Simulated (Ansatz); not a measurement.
Runs of Ansatz 0.2.0 on LiCaF3. It takes space group Pm-3m (No. 221, cubic). Conventional cell: a = 3.761 Å, b = 3.761 Å, c = 3.761 Å, α = 90.00°, β = 90.00°, γ = 90.00°. Ca (site symmetry m-3m) has 12 F at 2.66 Å as nearest neighbours. F (site symmetry 4/mmm) has 2 Li at 1.88 Å as nearest neighbours. Li (site symmetry m-3m) is surrounded by 6 F at 1.88 Å. The cell comes from a database or a generator and needn't be the stable form of this composition.

```csv
level,cutoff (eV),gap on the mesh (eV),pressure (GPa)
BLYP,420,6.58,(c)
r2SCAN,500,7.28,(d)
revPBE,420,6.60,3.7
PBEsol,420,6.48,-4.1
RPBE,420,6.62,4.8
LDA,420,(b),(a)
```

Alike in all rows: task projected density of states; potentials or basis Ansatz PAW; no spin polarisation; cell as given; k mesh 7 × 7 × 7; smearing fermi-dirac 0.05 eV.

Task: Fill in the values left out.

Result: (a) -9.4; (b) 6.41; (c) 1.5; (d) -4.4.

Caveats: odd divisions of the mesh miss points on the zone boundary, where band edges often lie, so the gap on the mesh can be too wide; the PAW data sets come from PBE, with cores solved anew for the run's functional, which leaves a small shift of forces and pressure; the density of states is complete only up to the lowest level of the last band computed.

A k mesh can miss the band edges.

Runs at the PBE level aren't shown here.
